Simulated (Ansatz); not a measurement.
# WBr2Cl2: the cost of one run

Method: DFT PBE+D3(BJ), scalar-relativistic, plane waves, PAW, in Ansatz 0.2.0.

1 further run of the same task is left out (it didn't finish).

## 1. The structure to begin with

Symmetry: Cmmm, No. 65, orthorhombic system. The conventional cell has a = 4.773 Å, b = 15.080 Å, c = 4.698 Å, α = 90.00°, β = 90.00°, γ = 90.00°. W (site symmetry mmm) has 4 Cl at 2.35 to 2.39 Å and 2 Br at 2.47 Å as nearest neighbours. Br (site symmetry m2m) has 1 W at 2.47 Å as nearest neighbours. Cl (site symmetry mmm) is surrounded by 2 W at 2.35 Å. Around Cl (site symmetry mmm) lie 2 W at 2.39 Å.

As a file:

```xyz
5
Lattice="2.3867 -7.5401 0.0000 2.3867 7.5401 0.0000 0.0000 0.0000 4.6983" Properties=species:S:1:pos:R:3 pbc="T T T"
W     0.0000    0.0000    0.0000
Br    2.3867    5.0659    0.0000
Br    2.3867   -5.0659    0.0000
Cl    0.0000    0.0000    2.3492
Cl    2.3867    0.0000    0.0000
```

The cell was relaxed beforehand at this level, from a generated guess; it needn't be the stable form of this composition. At a tolerance of 0.05 Å it has space group Cmmm (No. 65); it has 33.82 Å³/atom, an uncorrected energy of -0.39 eV/atom over the elements.

## 2. Static run: bands, density of states and charges

Contents of input.yaml:

```yaml
crystal:
  lattice:
    - [2.3867302914, -7.5401002398, 0.0]
    - [2.3867302914, 7.5401002398, 0.0]
    - [0.0, 0.0, 4.6983260209]
  atoms:
    - { symbol: W, position: [0.0, 0.0, 0.0] }
    - { symbol: Br, position: [0.1640718089, 0.8359281911, 0.0] }
    - { symbol: Br, position: [0.8359281911, 0.1640718089, 0.0] }
    - { symbol: Cl, position: [0.0, 0.0, 0.5] }
    - { symbol: Cl, position: [0.5, 0.5, 0.0] }
basis:
  ecutwfc: 420
kpoints:
  mp_grid: { grid: [8, 8, 8] }
  band_path:
    path:
      - [[0.0, 0.0, 0.0], [-0.5, 0.5, 0.0], [-0.27504912, 0.72495088, 0.0]]
      - [[0.27504912, 0.27504912, 0.0], [0.0, 0.0, 0.0], [0.0, 0.0, 0.5], [0.27504912, 0.27504912, 0.5]]
      - [[-0.27504912, 0.72495088, 0.5], [-0.5, 0.5, 0.5], [-0.5, 0.5, 0.0]]
      - [[0.0, 0.0, 0.0], [0.0, 0.5, 0.0], [0.0, 0.5, 0.5], [0.0, 0.0, 0.5], [-0.5, 0.5, 0.5]]
    npoints: 14
hamiltonian:
  xc: pbe
  dispersion: d3bj
scf:
  occupations: { method: gaussian, width: 0.1 }
  n_extra_bands: 12
output:
  forces: true
  stress: true
  eigenvalues: true
  populations: true
  dos: { projected: true, de: 0.02, nscf_kmesh: { grid: [10, 10, 10] } }
  bader: true
```

Launch:

```sh
$ ansatz run input.yaml --threads 1 --pin off --max-ram 2560MiB --backend cpu --events-out ev --progress --plain --runs-dir out
```

Q: Estimate wall time and peak memory on 1 thread of Arm Neoverse N1, shared host.

About 3.8 min, with a peak of 0.91 GiB.
